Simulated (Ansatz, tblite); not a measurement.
# The cluster As3P2+: which isomer is lowest

The task here is to estimate one member of a computed series from the others.

The runs use Ansatz 0.2.0, Gaussian basis; relaxed with PBE-D4/def2-SVP, singlet.

2 further runs of the same task are left out: 2 set aside as unsound or not needed.

### Where the work starts

5 atoms, charge 1, spin multiplicity 1.

Atoms are counted from 1 here; the program's logs count them from 0.

Bond lengths: P1–P2 2.164 Å, P1–As3 2.378 Å, P1–As5 2.287 Å, P2–As3 2.379 Å, P2–As4 2.287 Å, As3–As5 2.529 Å, As4–As5 2.400 Å. Angles: P2–P1–As3 63.0°, P2–P1–As5 92.9°, As3–P1–As5 65.6°, P1–P2–As3 62.9°, P1–P2–As4 93.0°, As3–P2–As4 65.8°, P1–As3–P2 54.1°, P1–As3–As5 55.4°, P2–As3–As5 82.1°, P2–As4–As5 87.0°, P1–As5–As3 58.9°, P1–As5–As4 87.1°, As3–As5–As4 61.8°.

The ion is computed in the gas phase, without counter-ions or solvent.

A search from random starts with GFN1-xTB found 11 distinct shapes; 3 go on here. The structure above is candidate A, which lies 0.00 eV above the lowest at that level; B lies 0.02 eV above the lowest at that level; C lies 1.21 eV above the lowest at that level.

Set-up of the first run:

File in.yaml:

```yaml
crystal:
  periodic: [false, false, false]
  atoms:
    - {symbol: P, position_ang: [0.124850, -1.260430, 0.980490]}
    - {symbol: P, position_ang: [-1.429830, -0.611650, -0.378340]}
    - {symbol: As, position_ang: [-0.389290, 1.061460, 0.955680]}
    - {symbol: As, position_ang: [-0.014820, 0.764180, -1.533040]}
    - {symbol: As, position_ang: [1.709100, 0.046440, -0.024790]}
basis:
  gaussian: {orbitals: def2-SVP}
total_charge: 1
hamiltonian: {xc: pbe, dispersion: d4}
scf: {lower_state_search: "off"}
output: {orbitals: {seedname: orbitals}}
relax: {f_tol: 0.02, max_steps: 100}
```

Run with:

```console
> ansatz run in.yaml --threads 4 --pin off --events-out ev --progress --plain --max-ram 8704MiB
```

Among the steps run: Relaxing candidate A; Relaxing candidate B; Relaxing candidate C; Candidate B, PBE0-D4/def2-TZVP; Candidate B, PBE-D4/def2-TZVP; Candidate B, r2SCAN-D4/def2-TZVP; Candidate B, HF/def2-TZVP; Candidate B, HSE06-D4/def2-TZVP; Candidate B, CCSD(T)/def2-SVP; Candidate C, PBE0-D4/def2-TZVP; Candidate C, PBE-D4/def2-TZVP; Candidate C, r2SCAN-D4/def2-TZVP; Candidate C, HF/def2-TZVP; Candidate C, HSE06-D4/def2-TZVP; Candidate C, CCSD(T)/def2-SVP.

One of the session's tables, all rows but one given; the rest of the session is left out.

| method | C above A (eV) |
| --- | --- |
| GFN1-xTB | 1.761 |
| GFN2-xTB | 0.650 |
| HF/def2-SVP | 1.367 |
| HF/def2-TZVP | 1.508 |
| PBE-D4/def2-TZVP | 1.490 |
| r2SCAN-D4/def2-TZVP | 1.485 |
| PBE0-D4/def2-TZVP | ? |
| HSE06-D4/def2-TZVP | 1.662 |
| MP2/def2-SVP | 1.049 |
| CCSD/def2-SVP | 1.027 |
| CCSD(T)/def2-SVP | 0.969 |

**Question.** Estimate the row for PBE0-D4/def2-TZVP.

**Answer.** C above A (eV): 1.673. In the column «C above A (eV)» it lies between HSE06-D4/def2-TZVP (1.662) and GFN1-xTB (1.761).

Among the levels timed on like hardware and quicker than the yardstick, those that no quicker one beats, quickest first: GFN2-xTB (0.014 s, -0.319 eV).

Times add the two runs; a level without a time comes out of a correlated run. The closed-shell reference under CCSD(T)/def2-SVP is unstable towards broken spin symmetry, which adds to the doubt on it.

To keep in mind: The yardstick is in a double-zeta basis, so levels in larger sets aren't compared like for like. CCSD(T)/def2-SVP isn't at the basis-set limit; small misses against it rank nothing. The search was small, so a lower isomer may exist. Only singlets are compared; another spin may lie lower and prefer another shape.
